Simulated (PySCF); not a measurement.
# C4H7NSi: electronic excitations and core binding energies

What electronic excitations and core binding energies should C4H7NSi (`C=C(C#N)C[SiH3]`) show?

Computed with PySCF 2.14.0, with density-fitted response routines of our own, on a single molecule in the gas phase. Atoms are numbered from 0 throughout.

## (1) The starting structure

13 atoms, charge 0, multiplicity 1; geometry from: GFN2-xTB.

Bonds of the start (Å): C0–C1 1.33, C1–C2 1.42, C2–N3 1.15, C1–C4 1.49, C4–Si5 1.92, C0–H6 1.08, C0–H7 1.08, C4–H8 1.09, C4–H9 1.09, Si5–H10 1.46, Si5–H11 1.46, Si5–H12 1.46.

## (2) Excited states and response: B3LYP/def2-SVPD

Job settings and geometry (Å):

```
{"job": {"kind": "uv", "xc": "B3LYP", "basis": "def2-SVPD", "nstates": 8, "ntriplets": 3}, "charge": 0, "multiplicity": 1}
C      1.604275    -0.456032     1.058458
C      0.940052     0.046321     0.017435
C      1.289369     1.323562    -0.485307
N      1.564410     2.351250    -0.912949
C     -0.202189    -0.621565    -0.669619
Si    -1.872315     0.095596    -0.059351
H      2.406315     0.082144     1.534052
H      1.361012    -1.426147     1.458270
H     -0.123609    -0.472375    -1.747573
H     -0.165822    -1.693834    -0.475641
H     -2.936545    -0.614835    -0.767469
H     -1.961890    -0.139582     1.382693
H     -1.907450     1.525982    -0.350727
```

With the program's defaults for keys left out, this is: TDDFT B3LYP/def2-SVPD, vertical, gas phase, core orbitals frozen in the response.

On the command line:

```
$ OMP_NUM_THREADS=1 python probes_run.py task.json out
```

One launch serves the whole session: the jobs run in the order shown.

**Question.** This job is followed by: delta-SCF UKS SCAN, pcX-2 on the ionised atom, pcseg-1 elsewhere, spin-free X2C. Predict these results of the whole session: lowest singlet (B3LYP/def2-SVPD); lowest triplet; C1s binding energies, SCAN/pcX-2; N1s binding energies, SCAN/pcX-2; Si1s binding energies, SCAN/pcX-2; Si2p binding energies, SCAN/pcX-2.

**Answer**, as computed:

| quantity | value |
| --- | --- |
| lowest singlet (B3LYP/def2-SVPD) | 5.84 eV (212 nm), f = 0.264 |
| lowest triplet | 3.59 eV |
| C1s binding energies, SCAN/pcX-2 | C2 292.10, C1 292.06, C4 290.91, C0 290.61 eV |
| N1s binding energies, SCAN/pcX-2 | N3 404.82 eV |
| Si1s binding energies, SCAN/pcX-2 | Si5 1846.66 eV |
| Si2p binding energies, SCAN/pcX-2 | Si5 107.16 eV |

The lowest singlet, at 5.84 eV, is HOMO→LUMO 0.93 and is bright. The lowest triplet lies 2.25 eV below the lowest singlet (triplets in Tamm-Dancoff, singlets in full TDDFT). The C1s levels kept as sound span 1.49 eV, from C0 (terminal =CH2 carbon) up to C2 (nitrile carbon).
